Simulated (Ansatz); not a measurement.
# BF2GaH2 (SMILES F[B](F)[GaH2]): single points off equilibrium

The atoms stand at a structure displaced at random from a GFN2-xTB minimum. How far do the functionals agree with CCSD(T) there?

Computed with Ansatz 0.2.0, Gaussian basis. Level: single points in def2-TZVPP.

Correlated methods freeze the cores. Filled d shells of the heavier atoms are correlated.

**1. The system as given**

6 atoms, charge 0, spin multiplicity 1.

Atoms are counted from 1 here; the program's logs count them from 0.

Bond lengths: F1–B2 1.325 Å, B2–F3 1.336 Å, B2–Ga4 2.112 Å, Ga4–H5 1.686 Å, Ga4–H6 1.600 Å. Angles: F1–B2–F3 117.8°, F1–B2–Ga4 120.4°, F3–B2–Ga4 121.8°, B2–Ga4–H5 125.5°, B2–Ga4–H6 121.2°, H5–Ga4–H6 113.2°.

As a file:

| atom | x (Å) | y (Å) | z (Å) |
| --- | --- | --- | --- |
| F1 | 1.29170 | -1.66480 | -0.14880 |
| B2 | 0.27610 | -1.00110 | 0.38460 |
| F3 | -0.38010 | -1.57330 | 1.39730 |
| Ga4 | -0.24860 | 0.91180 | -0.34130 |
| H5 | 0.58160 | 1.76940 | -1.53220 |
| H6 | -1.45450 | 1.74110 | 0.30610 |

**2. CCSD(T)/def2-TZVPP**

Input file run/in.yaml:

```yaml
crystal:
  periodic: [false, false, false]
  atoms:
    - {symbol: F, position_ang: [1.291700, -1.664800, -0.148800]}
    - {symbol: B, position_ang: [0.276100, -1.001100, 0.384600]}
    - {symbol: F, position_ang: [-0.380100, -1.573300, 1.397300]}
    - {symbol: Ga, position_ang: [-0.248600, 0.911800, -0.341300]}
    - {symbol: H, position_ang: [0.581600, 1.769400, -1.532200]}
    - {symbol: H, position_ang: [-1.454500, 1.741100, 0.306100]}
basis:
  gaussian: {orbitals: def2-TZVPP}
correlation: {method: ccsd_t}
output: {forces: true}
```

The command line of these runs was not kept.

**3. PBE0-D4/def2-TZVPP**

run/in.yaml: that of step 2 with these lines changed.

```diff
@@ -11,3 +11,3 @@
   gaussian: {orbitals: def2-TZVPP}
-correlation: {method: ccsd_t}
-output: {forces: true}
+hamiltonian: {xc: pbe0, dispersion: d4}
+output: {forces: true, orbitals: {seedname: orbitals}}
```

**4. wB97M-V/def2-TZVPP**

run/in.yaml: that of step 3 with these lines changed.

```diff
@@ -11,3 +11,3 @@
   gaussian: {orbitals: def2-TZVPP}
-hamiltonian: {xc: pbe0, dispersion: d4}
-output: {forces: true, orbitals: {seedname: orbitals}}
+hamiltonian: {xc: {name: wB97M-V}}
+output: {forces: true}
```

**5. r2SCAN-D4/def2-TZVPP**

run/in.yaml: that of step 4 with these lines changed.

```diff
@@ -11,3 +11,3 @@
   gaussian: {orbitals: def2-TZVPP}
-hamiltonian: {xc: {name: wB97M-V}}
+hamiltonian: {xc: r2scan, dispersion: d4}
 output: {forces: true}
```

**6. PBE-D4/def2-TZVPP**

run/in.yaml: that of step 5 with these lines changed.

```diff
@@ -11,3 +11,3 @@
   gaussian: {orbitals: def2-TZVPP}
-hamiltonian: {xc: r2scan, dispersion: d4}
+hamiltonian: {xc: pbe, dispersion: d4}
 output: {forces: true}
```

**7. LC-wPBE/def2-TZVPP**

run/in.yaml: that of step 6 with these lines changed.

```diff
@@ -11,3 +11,3 @@
   gaussian: {orbitals: def2-TZVPP}
-hamiltonian: {xc: pbe, dispersion: d4}
+hamiltonian: {xc: {name: LC-wPBE}}
 output: {forces: true}
```

**8. BLYP-D4/def2-TZVPP**

run/in.yaml: that of step 7 with these lines changed.

```diff
@@ -11,3 +11,3 @@
   gaussian: {orbitals: def2-TZVPP}
-hamiltonian: {xc: {name: LC-wPBE}}
+hamiltonian: {xc: {name: BLYP}, dispersion: d4}
 output: {forces: true}
```

(Steps that only read results are left out.)

Before running it: what results should come out? Wanted: energy less free atoms, CCSD(T)/def2-TZVPP; RMS force component; RMS force error; HOMO and LUMO, PBE0-D4; T1 diagnostic.

**Answer**, as computed:

| quantity | value |
| --- | --- |
| energy less free atoms, CCSD(T)/def2-TZVPP | -477.6 kcal/mol |
| RMS force component | 0.439 to 0.556 eV/Å over the methods |
| RMS force error | PBE0-D4 0.105, wB97M-V 0.026, r2SCAN-D4 0.026, PBE-D4 0.171, LC-wPBE 0.076, BLYP-D4 0.220 eV/Å |
| HOMO and LUMO, PBE0-D4 | -8.33 and -2.75 eV |
| T1 diagnostic | 0.014 |

What this shows: Against CCSD(T) the functionals' energies less atoms differ by -17.3 to -5.7 kcal/mol, PBE-D4 by -17.3 kcal/mol. CCSD(T) in triple zeta still lacks some correlation energy of the bonds, so part of these gaps is its own basis error and they don't rank the functionals. The forces of wB97M-V come nearest to CCSD(T), those of BLYP-D4 are farthest. Frozen-core CCSD(T) forces in triple zeta carry basis errors of their own, and this is one geometry, so small gaps rank nothing.
